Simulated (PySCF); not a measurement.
# C₆H₉BrO: circular dichroism and optical rotation

Computed with PySCF 2.14.0 and routines of our own; the level stands in each step. Atoms count from 0.

## (1) The starting structure

17 atoms, charge 0, multiplicity 1; geometry from: GFN2-xTB.

## (2) Geometry optimisation at PBE0-D3(BJ)/def2-SVP

What the job is given:

```
{"job": {"xc": "PBE0", "basis": "def2-SVP", "d3": "d3bj", "grid": 1, "kind": "geom"}, "charge": 0, "multiplicity": 1}
O      1.558973     1.011404     1.350565
C      1.155616     0.413870     0.146553
C      0.022062     1.247933    -0.494805
C     -1.063675     0.177096    -0.493473
Br    -2.780241     0.702330    -1.219395
C     -0.940411    -0.428142     0.908015
C      0.396731    -0.917918     0.326050
C     -0.322600    -1.053433    -1.025635
H      2.197606     0.441348     1.792131
H      2.015627     0.296676    -0.529033
H      0.263446     1.601494    -1.495558
H     -0.225562     2.098699     0.137819
H     -0.893835     0.264438     1.745205
H     -1.650424    -1.227256     1.101446
H      0.942633    -1.746354     0.768231
H     -0.948579    -1.939433    -1.094648
H      0.265634    -0.930721    -1.933379
```

On the command line:

```
$ OMP_NUM_THREADS=1 python excited_run.py task.json out
```

This one command runs all jobs of the session in turn.

**Question.** How long does this first job take on 1 thread of Arm Neoverse V1, shared host, and how much memory does it need?

About 61 s, with a peak of 0.79 GiB.
